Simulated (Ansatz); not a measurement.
# Sn3Br: the cost of one run

Program: Ansatz 0.2.0. Level of theory: DFT PBE, scalar-relativistic, plane waves, PAW. These are calculated values, not measurements.

## 1. Starting point

Symmetry: Pm-3m, No. 221, cubic system. Conventional cell: a = 4.709 Å, b = 4.709 Å, c = 4.709 Å, α = 90.00°, β = 90.00°, γ = 90.00°. Sn (site symmetry 4/mmm) has 8 Sn at 3.33 Å and 4 Br at 3.33 Å as nearest neighbours. Br (site symmetry m-3m) has 12 Sn at 3.33 Å as nearest neighbours.

As a file:

```cif
data_structure
_symmetry_space_group_name_H-M 'P 1'
_symmetry_Int_Tables_number 1
_cell_length_a 4.7086
_cell_length_b 4.7086
_cell_length_c 4.7086
_cell_angle_alpha 90.000
_cell_angle_beta 90.000
_cell_angle_gamma 90.000
_cell_volume 104.39
loop_
_atom_site_label
_atom_site_type_symbol
_atom_site_fract_x
_atom_site_fract_y
_atom_site_fract_z
_atom_site_occupancy
Sn1 Sn 0.00000 0.50000 0.50000 1
Sn2 Sn 0.50000 0.00000 0.50000 1
Sn3 Sn 0.50000 0.50000 0.00000 1
Br1 Br 0.00000 0.00000 0.00000 1
```

This is candidate A: Cu3Au (L1_2) type (Pm-3m, No. 221).

(A quick probe on a coarse mesh, which set the mesh and smearing, is not shown.)

## 3. Relaxing cell and atoms (candidate A)

File input.yaml:

```yaml
crystal:
  lattice:
    - [4.7085691208, 0.0, 0.0]
    - [0.0, 4.7085691208, 0.0]
    - [0.0, 0.0, 4.7085691208]
  atoms:
    - { symbol: Sn, position: [0.0, 0.5, 0.5] }
    - { symbol: Sn, position: [0.5, 0.0, 0.5] }
    - { symbol: Sn, position: [0.5, 0.5, 0.0] }
    - { symbol: Br, position: [0.0, 0.0, 0.0] }
basis:
  ecutwfc: 420
kpoints:
  mp_grid: { grid: [10, 10, 10] }
hamiltonian:
  xc: pbe
scf:
  occupations: { method: gaussian, width: 0.1 }
output:
  forces: true
  stress: true
  eigenvalues: true
relax:
  adjacent_minimum: "off"
  f_tol: 0.01
  max_steps: 80
  cell: { stress_tol: 0.05 }
```

Launch:

```console
$ ansatz run input.yaml --threads 1 --pin off --max-ram 2560MiB --backend cpu --events-out ev --progress --plain --runs-dir out
```

What time and memory should one allow on 1 thread of Arm Neoverse V2, shared host?

About 42 s, with a peak of 0.45 GiB.
